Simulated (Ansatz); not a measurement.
# Ta12HCN in Ansatz: the effect of functional

Slab: Ta12HCN, a slab with vacuum.

```
Ta C N H
1.0
     5.72020    0.00000    0.00000
    -1.90673    5.39306    0.00000
     0.00000    0.00000   24.88613
Ta C N H
12 1 1 1
Direct
  0.25000 0.25000 0.32146
  0.25000 0.75000 0.32146
  0.75000 0.25000 0.32146
  0.75000 0.75000 0.32146
  0.50000 0.50000 0.41530
  0.50000 0.00000 0.41530
  0.00000 0.50000 0.41530
  0.00000 0.00000 0.41530
  0.75000 0.75000 0.50914
  0.75000 0.25000 0.50914
  0.25000 0.75000 0.50914
  0.25000 0.25000 0.50914
  0.25000 0.25000 0.67297
  0.25000 0.25000 0.62647
  0.25000 0.25000 0.71550
```

The cell isn't the ideal one: HCN (donor) over a top site of the (1 1 0) slab of Ta, cut from the database cell, not relaxed.

Alike in all runs:

* Program: Ansatz 0.2.0
* Task: projected density of states
* Potentials or basis: Ansatz PAW
* k mesh: 5 × 5 × 1
* Occupations: fermi-dirac, width 0.05 eV
* Spin: no spin polarisation

```tsv
functional	cutoff	largest force (eV/Å)	work function (eV)
LDA	420 eV (not typed: the program's choice for these potentials)	1.43	1.74
PBE	420 eV (not typed: the program's choice for these potentials)	0.58	1.56
PBEsol	420 eV (not typed: the program's choice for these potentials)	0.79	1.59
RPBE	420 eV (not typed: the program's choice for these potentials)	0.87	1.47
revPBE	420 eV (not typed: the program's choice for these potentials)	0.78	1.46
BLYP	420 eV (not typed: the program's choice for these potentials)	?	?
r2SCAN	500 eV (not typed: the program's choice for these potentials)	1.23	1.44
```

Q: What does the run with functional BLYP give?

A: Largest force 0.79 eV/Å; work function 1.24 eV.

Caveats: the density of states is complete only up to the lowest level of the last band computed; the PAW data sets come from PBE, with cores solved anew for the run's functional, which leaves a small shift of forces and pressure (some runs).
